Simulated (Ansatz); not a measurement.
Write a Python script for Ansatz's Python interface that makes energies of removing a hydrogen of CH4BF, SMILES BCF. Level of theory (for the species named): Hartree-Fock, def2-SVP basis, multiplicity 1.

```xyz
7

B    -0.6929    0.0886   -0.5111
C     0.5512   -0.0544    0.3719
F     0.5694   -1.3407    0.8503
H    -1.4177   -0.7546   -0.6857
H    -0.9576    1.1683   -1.0525
H     0.5236    0.6802    1.2183
H     1.4853    0.1447   -0.2370
```

Script `bde_ch4bf.py`:
```python
import ansatz as az

params = {
    "basis": "def2-SVP",
    "functional": "hf",
}


def total_energy(molecule, charge=0, unpaired=0):
    calc = (
        molecule.calculation()
        .basis(gaussian=params["basis"])
        .functional(params["functional"])
    )
    if charge:
        calc = calc.charge(charge)
    if unpaired:
        calc = calc.spin("collinear", total=unpaired)
    return calc.run(threads=1).report["free_energy_ev"]

GEOMETRY = """
B    -0.69290    0.08860   -0.51110
C     0.55120   -0.05440    0.37190
F     0.56940   -1.34070    0.85030
H    -1.41770   -0.75460   -0.68570
H    -0.95760    1.16830   -1.05250
H     0.52360    0.68020    1.21830
H     1.48530    0.14470   -0.23700
"""

def without(molecule, index):
    rest = az.Crystal.molecule()
    for i, site in enumerate(molecule.cartesian_sites):
        if i != index:
            rest = rest.atom(site.symbol, site.position_ang)
    return rest

ch4bf = az.Crystal.molecule()
for line in GEOMETRY.strip().splitlines():
    symbol, *xyz = line.split()
    ch4bf = ch4bf.atom(symbol, [float(v) for v in xyz])

whole = total_energy(ch4bf, 0)
hydrogen = total_energy(az.Crystal.molecule().atom("H", (0, 0, 0)), 0, 1)
print(f"E(molecule) = {whole:.5f} eV, E(H) = {hydrogen:.5f} eV")
for index in [4, 6]:
    radical = total_energy(without(ch4bf, index), 0, 1)
    print(f"H{index}: homolysis {96.485332 * (radical + hydrogen - whole):.1f} kJ/mol")
```

```console
$ python bde_ch4bf.py
E(molecule) = -4466.73057 eV, E(H) = -13.58606 eV
H4: homolysis 367.6 kJ/mol
H6: homolysis 348.2 kJ/mol
```

Caveats:
- Total energies depend on the basis set; only differences at equal settings carry meaning.
- The geometry is a force-field or estimated start, not a minimum of this method, and the basis set is short of its limit. All parts are taken at fixed geometry, without zero-point energy.
- Hartree-Fock leaves correlation out, so bond, atomisation and ionisation energies come out well too low.
- It ran for 1.4 s on 1 thread of Arm Neoverse V1, on a shared host, peak memory 0.15 GiB.
